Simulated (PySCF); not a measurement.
# [Er(CH3)2]+: from a template to the relaxed complex

What shape and bonds does [Er(CH3)2]+ have? It is relaxed from a template within its point group. The species was built from a template and needn't be a known compound.

The runs use PySCF 2.14.0; PBE0, Er lcecp-1-SVP with ECP57, C def2-SVP, H def2-SVP; scalar-relativistic core potentials, no spin–orbit coupling.

1 further run of the same task is left out (for a known fault of the program).

### Step 1. Starting geometry

9 atoms, charge 1, spin multiplicity 1.

Bond lengths: Er1–C2 2.415 Å, Er1–C6 2.415 Å, C2–H3 1.090 Å, C2–H4 1.090 Å, C2–H5 1.090 Å, C6–H7 1.090 Å, C6–H8 1.090 Å, C6–H9 1.090 Å. Angles: C2–Er1–C6 131.8°, Er1–C2–H3 109.5°, Er1–C2–H4 109.5°, Er1–C2–H5 109.5°, H3–C2–H4 109.5°, H3–C2–H5 109.5°, H4–C2–H5 109.5°, Er1–C6–H7 109.5°, Er1–C6–H8 109.5°, Er1–C6–H9 109.5°, H7–C6–H8 109.5°, H7–C6–H9 109.5°, H8–C6–H9 109.5°.

As a file:

```xyz
9

Er    0.0000    0.0000    0.0000
C     2.2047    0.0000    0.9867
H     2.9561    0.0000    0.1970
H     2.3264    0.8900    1.6041
H     2.3264   -0.8900    1.6041
C    -2.2047    0.0000    0.9867
H    -2.9561    0.0000    0.1970
H    -2.3264   -0.8900    1.6041
H    -2.3264    0.8900    1.6041
```

Formal oxidation states: Er +3. Each metal's 11 4f electrons lie in its core potential, so multiplicities, spins and levels count the valence alone.

### Step 2. SCF at the start, singlet

run.py (the lines that set the calculation)

```python
mol = gto.M(atom='''
Er     0.00000     0.00000     0.00000
C      2.20470     0.00000     0.98670
H      2.95610     0.00000     0.19700
H      2.32640     0.89000     1.60410
H      2.32640    -0.89000     1.60410
C     -2.20470     0.00000     0.98670
H     -2.95610     0.00000     0.19700
H     -2.32640    -0.89000     1.60410
H     -2.32640     0.89000     1.60410''',
    basis={'Er': 'lcecp-1-SVP', 'C': 'def2-SVP', 'H': 'def2-SVP'},
    ecp={'Er': 'lcecp-1-SVP'},
    charge=1, spin=0)
mf = dft.RKS(mol, xc='PBE0')
mf.grids.atom_grid = (50, 194)  # f atoms: unpruned, at least (60, 302)
mf = mf.density_fit()  # fitting sets: Er AutoAux, C def2-universal-JKFIT, H def2-universal-JKFIT
mf.conv_tol = 1e-08; mf.max_cycle = 55
mf.kernel(dm0)  # dm0: free metal ions and neutral atoms
```

Command:

```bash
$ OMP_NUM_THREADS=2 python run.py
```

The log of the run:

```text
init E= -117.203526429576
  HOMO = -0.493206384132289  LUMO = -0.322935793882371  gap/eV = 4.63330
cycle= 1 E= -117.442516031353  delta_E= -0.239  |g|= 0.722  |ddm|= 2.88
  HOMO = -0.323575834447109  LUMO = -0.306559183401653  gap/eV = 0.46305
cycle= 2 E= -117.144425947295  delta_E= 0.298  |g|= 1.15  |ddm|= 2.74
  HOMO = -0.398367071430654  LUMO = -0.268236226515725  gap/eV = 3.54104
cycle= 3 E= -117.596483141525  delta_E= -0.452  |g|= 0.0901  |ddm|= 2.03
  HOMO = -0.409390625571682  LUMO = -0.288066350768243  gap/eV = 3.30140
cycle= 4 E= -117.599688438464  delta_E= -0.00321  |g|= 0.0235  |ddm|= 0.247
  HOMO = -0.405043376474442  LUMO = -0.281712574909937  gap/eV = 3.35600
cycle= 5 E= -117.599886834031  delta_E= -0.000198  |g|= 0.00226  |ddm|= 0.0509
  HOMO = -0.405251130246526  LUMO = -0.281772004190714  gap/eV = 3.36004
cycle= 6 E= -117.599888762556  delta_E= -1.93e-06  |g|= 0.000777  |ddm|= 0.00505
  HOMO = -0.405205564792546  LUMO = -0.281750665781624  gap/eV = 3.35938
cycle= 7 E= -117.599889004709  delta_E= -2.42e-07  |g|= 0.00015  |ddm|= 0.00177
  HOMO = -0.405188471218837  LUMO = -0.281752672759364  gap/eV = 3.35886
cycle= 8 E= -117.599889022359  delta_E= -1.76e-08  |g|= 4.72e-05  |ddm|= 0.000574
  HOMO = -0.405177318788999  LUMO = -0.281751156495623  gap/eV = 3.35860
cycle= 9 E= -117.599889024395  delta_E= -2.04e-09  |g|= 8.48e-06  |ddm|= 0.000249
  HOMO = -0.405175461871213  LUMO = -0.281749745491567  gap/eV = 3.35858
Extra cycle  E= -117.599889024436  delta_E= -4.12e-11  |g|= 4.59e-06  |ddm|= 3.27e-05
converged SCF energy = -117.599889024436
```

It took 3.1 s on 2 threads of Arm Neoverse V1, shared host; peak memory 0.58 GiB.

Read off: E = -117.599889 Eh, HOMO -11.03 eV, LUMO -7.67 eV, Mulliken charge on Er1 +1.37 e. 

### Step 3. Relaxation, singlet

Steps are kept in the start's point group, C2v.

run.py (the lines that set the calculation)

```python
mol = gto.M(atom='''
Er     0.00000     0.00000    -0.15586
C      2.20470     0.00000     0.83084
H      2.95610     0.00000     0.04114
H      2.32640     0.89000     1.44824
H      2.32640    -0.89000     1.44824
C     -2.20470     0.00000     0.83084
H     -2.95610     0.00000     0.04114
H     -2.32640    -0.89000     1.44824
H     -2.32640     0.89000     1.44824''',
    basis={'Er': 'lcecp-1-SVP', 'C': 'def2-SVP', 'H': 'def2-SVP'},
    ecp={'Er': 'lcecp-1-SVP'},
    charge=1, spin=0)
mf = dft.RKS(mol, xc='PBE0')
mf.grids.atom_grid = (50, 194)  # f atoms: unpruned, at least (60, 302)
mf = mf.density_fit()  # fitting sets: Er AutoAux, C def2-universal-JKFIT, H def2-universal-JKFIT
mf.conv_tol = 1e-08; mf.max_cycle = 55
mf.kernel(dm0)  # dm0: an SCF of this state at this start
# quasi-Newton relaxation in Cartesian coordinates to a largest gradient under 0.00045 Eh/bohr, steps kept in the point group
```

Command:

```bash
$ OMP_NUM_THREADS=2 python run.py
```

No log is kept here; the results follow.

Run time: 47 s. Hardware: 2 threads of Arm Neoverse V1, shared host.

Along the way:

```csv
step,energy from step 1 (eV),largest force component (eV/Å)
1,0.0000,2.1621
2,-0.2157,1.0969
3,-0.3875,0.4097
4,-0.4511,0.4467
5,-0.5298,0.1145
6,-0.5570,0.1119
7,-0.5708,0.1401
8,-0.5873,0.2115
9,-0.6019,0.2546
10,-0.6126,0.1859
11,-0.6168,0.0405
12,-0.6177,0.0592
13,-0.6179,0.0156
14,-0.6180,0.0095
```

Distances of close pairs at the start and the end, largest changes first:

```csv
bond,before (Å),after (Å),change (Å)
Er1–C2,2.415,2.240,-0.175
Er1–C6,2.415,2.240,-0.175
C2–H4,1.090,1.107,+0.017
C2–H5,1.090,1.107,+0.017
C6–H8,1.090,1.107,+0.017
C6–H9,1.090,1.107,+0.017
C2–H3,1.090,1.106,+0.016
C6–H7,1.090,1.106,+0.016
```

It ends in C2v at E = -117.622599 Eh.

```csv
atom,x (Å),y (Å),z (Å)
Er1,0.0000,0.0000,-0.6547
C2,1.7119,0.0000,0.7904
H3,2.7119,0.0000,0.3179
H4,1.6564,0.8841,1.4548
H5,1.6564,-0.8841,1.4548
C6,-1.7119,0.0000,0.7904
H7,-2.7119,0.0000,0.3179
H8,-1.6564,-0.8841,1.4548
H9,-1.6564,0.8841,1.4548
```

### Step 4. The relaxed geometry turned into its symmetry frame

run.py (the lines that set the calculation)

```python
mol = gto.M(atom='''
Er     0.00000     0.00000    -0.23037
C      1.71190     0.00000     1.21476
H      2.71195     0.00000     0.74223
H      1.65639     0.88407     1.87907
H      1.65639    -0.88407     1.87907
C     -1.71190     0.00000     1.21476
H     -2.71195     0.00000     0.74223
H     -1.65639    -0.88407     1.87907
H     -1.65639     0.88407     1.87907''',
    basis={'Er': 'lcecp-1-SVP', 'C': 'def2-SVP', 'H': 'def2-SVP'},
    ecp={'Er': 'lcecp-1-SVP'},
    charge=1, spin=0)
mf = dft.RKS(mol, xc='PBE0')
mf.grids.atom_grid = (50, 194)  # f atoms: unpruned, at least (60, 302)
mf = mf.density_fit()  # fitting sets: Er AutoAux, C def2-universal-JKFIT, H def2-universal-JKFIT
mf.conv_tol = 1e-08; mf.max_cycle = 55
mf.kernel(dm0)  # dm0: free metal ions and neutral atoms
```

Command:

```bash
$ OMP_NUM_THREADS=2 python run.py
```

The log of the run:

```text
init E= -117.245817312941
  HOMO = -0.530528521939756  LUMO = -0.316023718055375  gap/eV = 5.83697
cycle= 1 E= -117.458356277057  delta_E= -0.213  |g|= 0.76  |ddm|=  2.9
  HOMO = -0.330888118438372  LUMO = -0.271474972885398  gap/eV = 1.61671
cycle= 2 E= -117.137138093279  delta_E= 0.321  |g|= 1.23  |ddm|= 2.63
  HOMO = -0.429875450488778  LUMO = -0.253753039975113  gap/eV = 4.79253
cycle= 3 E= -117.618725199125  delta_E= -0.482  |g|= 0.0975  |ddm|= 1.98
  HOMO = -0.437050210595237  LUMO = -0.270724640749746  gap/eV = 4.52595
cycle= 4 E= -117.622367402334  delta_E= -0.00364  |g|= 0.0253  |ddm|= 0.268
  HOMO = -0.432053497104453  LUMO = -0.263950908895607  gap/eV = 4.57430
cycle= 5 E= -117.622594182241  delta_E= -0.000227  |g|= 0.00386  |ddm|= 0.0566
  HOMO = -0.432528516049983  LUMO = -0.26428490073847  gap/eV = 4.57814
cycle= 6 E= -117.622598797664  delta_E= -4.62e-06  |g|= 0.00107  |ddm|= 0.00731
  HOMO = -0.432493950192333  LUMO = -0.264197554748403  gap/eV = 4.57958
cycle= 7 E= -117.622599290646  delta_E= -4.93e-07  |g|= 0.000202  |ddm|= 0.00274
  HOMO = -0.432483180219821  LUMO = -0.264195868819705  gap/eV = 4.57933
cycle= 8 E= -117.622599324036  delta_E= -3.34e-08  |g|= 5.61e-05  |ddm|= 0.000726
  HOMO = -0.43246877228353  LUMO = -0.264188530142345  gap/eV = 4.57914
cycle= 9 E= -117.622599328202  delta_E= -4.17e-09  |g|= 1.02e-05  |ddm|= 0.00037
  HOMO = -0.432467557523173  LUMO = -0.26418744102417  gap/eV = 4.57914
Extra cycle  E= -117.622599328263  delta_E= -6.19e-11  |g|= 4.99e-06  |ddm|= 3.91e-05
converged SCF energy = -117.622599328263
```

Wall time 1.6 s (2 threads of Arm Neoverse V1, shared host).

Result: E = -117.622599 Eh, HOMO -11.77 eV, LUMO -7.19 eV, Mulliken charge on Er1 +1.23 e. 

### Step 5. Frequencies and infrared intensities

run.py (the lines that set the calculation): that of step 4 with these lines changed.

```diff
@@ -16,3 +16,4 @@
 mf = mf.density_fit()  # fitting sets: Er AutoAux, C def2-universal-JKFIT, H def2-universal-JKFIT
-mf.conv_tol = 1e-08; mf.max_cycle = 55
-mf.kernel(dm0)  # dm0: free metal ions and neutral atoms
+mf.conv_tol = 1e-10; mf.max_cycle = 55
+mf.kernel(dm0)  # dm0: the density of the relaxed state
+# Hessian and dipole derivatives by central differences of gradients, 0.02 bohr
```

Command:

```bash
$ OMP_NUM_THREADS=2 python run.py
```

The driver keeps no SCF log for this step, only its results.

Wall time 64 s (2 threads of Arm Neoverse V1, shared host).

Point group C2v; negative numbers are unstable modes, and those under 60 cm⁻¹ are near the numerical noise:

```csv
cm⁻¹,km/mol,symmetry
-62,0.0,a2
45,1.3,b2
129,0.0,a1
371,0.0,a2
398,8.5,b1
403,64.8,b2
469,0.1,a1
479,94.4,b1
506,26.1,a1
1160,3.0,b1
1164,4.6,a1
1368,0.0,a2
1374,4.8,b1
1378,26.1,b2
1385,19.1,a1
3007,11.2,b1
3009,5.2,a1
3107,0.0,a2
3109,0.3,b2
3119,0.0,a1
3120,0.3,b1
```

### Step 6. Displaced along the imaginary mode

Steps are kept in the start's point group, C2.

run.py (the lines that set the calculation)

```python
mol = gto.M(atom='''
Er     0.00000     0.00000    -0.23037
C      1.71190     0.01719     1.21476
H      2.71195    -0.21331     0.74223
H      1.79313     1.02591     1.72517
H      1.51966    -0.74223     2.03298
C     -1.71190    -0.01719     1.21476
H     -2.71195     0.21331     0.74223
H     -1.79313    -1.02591     1.72517
H     -1.51966     0.74223     2.03298''',
    basis={'Er': 'lcecp-1-SVP', 'C': 'def2-SVP', 'H': 'def2-SVP'},
    ecp={'Er': 'lcecp-1-SVP'},
    charge=1, spin=0)
mf = dft.RKS(mol, xc='PBE0')
mf.grids.atom_grid = (50, 194)  # f atoms: unpruned, at least (60, 302)
mf = mf.density_fit()  # fitting sets: Er AutoAux, C def2-universal-JKFIT, H def2-universal-JKFIT
mf.conv_tol = 1e-08; mf.max_cycle = 55
mf.kernel(dm0)  # dm0: an SCF of this state at this start
# quasi-Newton relaxation in Cartesian coordinates to a largest gradient under 0.00045 Eh/bohr, steps kept in the point group
```

Command:

```bash
$ OMP_NUM_THREADS=2 python run.py
```

The driver keeps no SCF log for this step, only its results.

Wall time 16 s (2 threads of Arm Neoverse V1, shared host).

Relaxation path:

```csv
step,energy from step 1 (eV),largest force component (eV/Å)
1,0.0000,0.7273
2,-0.0616,0.0732
3,-0.0618,0.0526
4,-0.0620,0.0239
5,-0.0620,0.0034
```

Close pairs (by a distance rule), those that changed most:

```csv
bond,before (Å),after (Å),change (Å)
C2–H5,1.133,1.107,-0.026
C6–H9,1.133,1.107,-0.026
C2–H4,1.133,1.107,-0.026
C6–H8,1.133,1.107,-0.026
C2–H3,1.130,1.106,-0.024
C6–H7,1.130,1.106,-0.024
Er1–C2,2.240,2.240,-0.001
Er1–C6,2.240,2.240,-0.001
```

It ends in C2 at E = -117.622637 Eh.

```csv
atom,x (Å),y (Å),z (Å)
Er1,0.0000,0.0000,-0.2268
C2,1.7132,0.0175,1.2157
H3,2.6958,-0.2092,0.7610
H4,1.8006,1.0015,1.7162
H5,1.5345,-0.7212,2.0204
C6,-1.7132,-0.0175,1.2157
H7,-2.6958,0.2092,0.7610
H8,-1.8006,-1.0015,1.7162
H9,-1.5345,0.7212,2.0204
```

### Step 7. The relaxed geometry turned into its symmetry frame

run.py (the lines that set the calculation)

```python
mol = gto.M(atom='''
Er     0.00000     0.00000    -0.22991
C      1.71324     0.01748     1.21261
H      2.69584    -0.20917     0.75792
H      1.80058     1.00155     1.71308
H      1.53451    -0.72118     2.01728
C     -1.71324    -0.01748     1.21261
H     -2.69584     0.20917     0.75792
H     -1.80058    -1.00155     1.71308
H     -1.53451     0.72118     2.01728''',
    basis={'Er': 'lcecp-1-SVP', 'C': 'def2-SVP', 'H': 'def2-SVP'},
    ecp={'Er': 'lcecp-1-SVP'},
    charge=1, spin=0)
mf = dft.RKS(mol, xc='PBE0')
mf.grids.atom_grid = (50, 194)  # f atoms: unpruned, at least (60, 302)
mf = mf.density_fit()  # fitting sets: Er AutoAux, C def2-universal-JKFIT, H def2-universal-JKFIT
mf.conv_tol = 1e-08; mf.max_cycle = 55
mf.kernel(dm0)  # dm0: free metal ions and neutral atoms
```

Command:

```bash
$ OMP_NUM_THREADS=2 python run.py
```

The log of the run:

```text
init E= -117.246257390904
  HOMO = -0.530463226611422  LUMO = -0.316148839315922  gap/eV = 5.83179
cycle= 1 E= -117.458539160468  delta_E= -0.212  |g|= 0.76  |ddm|=  2.9
  HOMO = -0.330843226289067  LUMO = -0.271495973830277  gap/eV = 1.61492
cycle= 2 E= -117.139121061212  delta_E= 0.319  |g|= 1.23  |ddm|= 2.62
  HOMO = -0.429793141313665  LUMO = -0.253769083399645  gap/eV = 4.78986
cycle= 3 E= -117.618775487565  delta_E= -0.48  |g|= 0.0973  |ddm|= 1.98
  HOMO = -0.43695669208453  LUMO = -0.270720465280393  gap/eV = 4.52352
cycle= 4 E= -117.622406672181  delta_E= -0.00363  |g|= 0.0253  |ddm|= 0.268
  HOMO = -0.431966931534278  LUMO = -0.263962297499495  gap/eV = 4.57164
cycle= 5 E= -117.622632195061  delta_E= -0.000226  |g|= 0.00385  |ddm|= 0.0566
  HOMO = -0.432440062431183  LUMO = -0.264295469456783  gap/eV = 4.57545
cycle= 6 E= -117.62263678782  delta_E= -4.59e-06  |g|= 0.00107  |ddm|= 0.0073
  HOMO = -0.432404991960913  LUMO = -0.264208166911828  gap/eV = 4.57687
cycle= 7 E= -117.622637279872  delta_E= -4.92e-07  |g|= 0.000202  |ddm|= 0.00274
  HOMO = -0.432394058781579  LUMO = -0.264206337030902  gap/eV = 4.57662
cycle= 8 E= -117.622637313247  delta_E= -3.34e-08  |g|= 5.59e-05  |ddm|= 0.000728
  HOMO = -0.432379650333418  LUMO = -0.264198999755708  gap/eV = 4.57643
cycle= 9 E= -117.622637317406  delta_E= -4.16e-09  |g|= 1.02e-05  |ddm|= 0.00037
  HOMO = -0.432378454530115  LUMO = -0.2641979065864  gap/eV = 4.57643
Extra cycle  E= -117.622637317469  delta_E= -6.26e-11  |g|= 4.98e-06  |ddm|= 3.9e-05
converged SCF energy = -117.622637317469
```

Wall time 1.5 s (2 threads of Arm Neoverse V1, shared host).

It gives: E = -117.622637 Eh, HOMO -11.77 eV, LUMO -7.19 eV, Mulliken charge on Er1 +1.23 e. 

### Step 8. Harmonic vibrations

run.py (the lines that set the calculation): that of step 7 with these lines changed.

```diff
@@ -16,3 +16,4 @@
 mf = mf.density_fit()  # fitting sets: Er AutoAux, C def2-universal-JKFIT, H def2-universal-JKFIT
-mf.conv_tol = 1e-08; mf.max_cycle = 55
-mf.kernel(dm0)  # dm0: free metal ions and neutral atoms
+mf.conv_tol = 1e-10; mf.max_cycle = 55
+mf.kernel(dm0)  # dm0: the density of the relaxed state
+# Hessian and dipole derivatives by central differences of gradients, 0.02 bohr
```

Command:

```bash
$ OMP_NUM_THREADS=2 python run.py
```

The driver keeps no SCF log for this step, only its results.

Run time: 85 s. Hardware: 2 threads of Arm Neoverse V1, shared host.

Point group C2; negative numbers are unstable modes, and those under 60 cm⁻¹ are near the numerical noise:

```csv
cm⁻¹,km/mol,symmetry
48,0.0,a
61,1.4,b
134,0.0,a
372,0.0,a
395,35.5,b
408,36.5,b
473,0.0,a
479,94.8,b
508,26.2,a
1160,3.3,b
1163,4.5,a
1370,3.0,a
1373,15.0,b
1378,14.7,b
1385,15.8,a
3008,11.3,b
3009,5.3,a
3108,0.0,a
3109,0.2,b
3120,0.0,a
3121,0.4,b
```

### Step 9. Properties on a finer grid

run.py (the lines that set the calculation)

```python
mol = gto.M(atom='''
Er     0.00000     0.00000    -0.22680
C      1.71324     0.01748     1.21573
H      2.69584    -0.20917     0.76104
H      1.80058     1.00155     1.71619
H      1.53451    -0.72118     2.02039
C     -1.71324    -0.01748     1.21573
H     -2.69584     0.20917     0.76104
H     -1.80058    -1.00155     1.71619
H     -1.53451     0.72118     2.02039''',
    basis={'Er': 'lcecp-1-SVP', 'C': 'def2-SVP', 'H': 'def2-SVP'},
    ecp={'Er': 'lcecp-1-SVP'},
    charge=1, spin=0)
mf = dft.RKS(mol, xc='PBE0')
mf.grids.atom_grid = (75, 302)  # f atoms: unpruned, at least (60, 302)
mf = mf.density_fit()  # fitting sets: Er AutoAux, C def2-universal-JKFIT, H def2-universal-JKFIT
mf.conv_tol = 1e-09; mf.max_cycle = 55
mf.kernel(dm0)  # dm0: the density of the relaxed state
```

Command:

```bash
$ OMP_NUM_THREADS=2 python run.py
```

The log of the run:

```text
init E= -117.622652501375
  HOMO = -0.432376257437886  LUMO = -0.26420107198466  gap/eV = 4.57628
cycle= 1 E= -117.622652503333  delta_E= -1.96e-09  |g|= 2.85e-05  |ddm|= 0.000227
  HOMO = -0.432379364468675  LUMO = -0.264196630725603  gap/eV = 4.57649
cycle= 2 E= -117.62265250309  delta_E= 2.43e-10  |g|= 4.09e-05  |ddm|= 0.000114
  HOMO = -0.432376583337895  LUMO = -0.26419857736181  gap/eV = 4.57636
cycle= 3 E= -117.622652503609  delta_E= -5.19e-10  |g|= 2.74e-06  |ddm|= 5.97e-05
  HOMO = -0.432377352506478  LUMO = -0.264199005245512  gap/eV = 4.57637
Extra cycle  E= -117.622652503611  delta_E= -1.14e-12  |g|= 2.63e-06  |ddm|= 6.6e-06
converged SCF energy = -117.622652503611
```

It took 13 s on 2 threads of Arm Neoverse V1, shared host.

Result: E = -117.622653 Eh, HOMO -11.77 eV, LUMO -7.19 eV, Mulliken charge on Er1 +1.23 e, largest force component 0.007 eV/Å. 

Löwdin charges:

```csv
atom,value (e)
Er1,1.12
C2,-0.32
H3,0.08
H4,0.09
H5,0.09
C6,-0.32
H7,0.08
H8,0.09
H9,0.09
```

Mulliken charges: Er1 +1.23, C2 -0.52, H3 +0.13, H4 +0.14, H5 +0.14, C6 -0.52, H7 +0.13, H8 +0.14, H9 +0.14 e.

Contacts (the nearest donor of each ligand) and Mayer bond orders:

```csv
contact,distance (Å),bond order
Er1–C2 (CH3),2.240,1.11
Er1–C6 (CH3),2.240,1.11
```

Mulliken populations of Er1 outside the core potential: s 2.51, p 6.13, d 1.10, f 0.02.

The fields below are evaluated on a grid from the run's orbitals.

Frontier orbitals at PBE0, with the share of their density that lies nearest to each atom:

```csv
orbital,energy (eV),lies on
HOMO,-11.77,"C2, C6 about 27 % each; Er1 24 %"
LUMO,-7.19,Er1 85 %
```

ELF in a plane through or near 5 of the atoms.

Ten even steps from '0' (0.00) to '9' (0.99):
```
0000000000000000000000000000
0000000000000000000000000000
0000000000000000000000000000
0000000000000000000000000000
0000000000000000000000000000
0000000000000000000000000000
0000000022320000233200000000
0000000145631001466410000000
0000012366653003577642100000
0000377731265115631477630000
0001799944485116852699982000
0002999987864664787899993000
0000799866546666356689971000
0000155322147038412235510000
0000000000158888511000000000
0000000000157777510000000000
0000000001333223331000000000
0000000000221001220000000000
0000000000000000000000000000
0000000000000000000000000000
```
The map spans 10.6 Å across and 8.1 Å up, centred on the molecule. Atoms in the plane (x, y in Å): Er1 (0.0, -1.5), C2 (-1.7, 0.0), H3 (-2.7, -0.5), C6 (1.7, 0.0), H7 (2.7, -0.5).

On the surface of density 0.002 e/bohr³ the electrostatic potential runs, from the 1st to the 99th percentile, from 3.04 to 11.90 V.

### Step 10. Outcome

```
                                                              quantity                           value
                                                 state and point group      singlet in the valence, C2
                                                 first geometry: modes    -62 to 3120 cm⁻¹, 1 unstable
first geometry: strongest infrared band (modes within 1.5 cm⁻¹ summed)            479 cm⁻¹ (94 km/mol)
                                                                 modes  48 to 3121 cm⁻¹, none unstable
                strongest infrared band (modes within 1.5 cm⁻¹ summed)            479 cm⁻¹ (95 km/mol)
                                                     zero-point energy                        1.809 eV
                                               ideal gas, 298 K, 1 bar  S = 359.3, Cp = 96.4 J/(mol K)
                                                 metal–ligand contacts                          2.24 Å
                                                       frontier levels   HOMO -11.77 eV, LUMO -7.19 eV
                                       dipole about the centre of mass                          3.48 D
                                                   mean polarisability                          8.6 Å³
```

What this shows: At the first geometry 1 mode is unstable, so this structure is a saddle point; the molecule was then pushed along the lowest one and relaxed again. All modes are real within the noise of the softest ones, so the structure is a minimum. The metal carries +1.12 e by Löwdin's partition against a formal +3, and bond orders to the nearest donors reach 1.11. Both measures hang on the basis. Leaving the first, C2v structure gained 0.00 eV and gave C2. One start shape was tried, so another isomer may lie lower. The bases are small and lack diffuse functions. Spin–orbit coupling is left out.
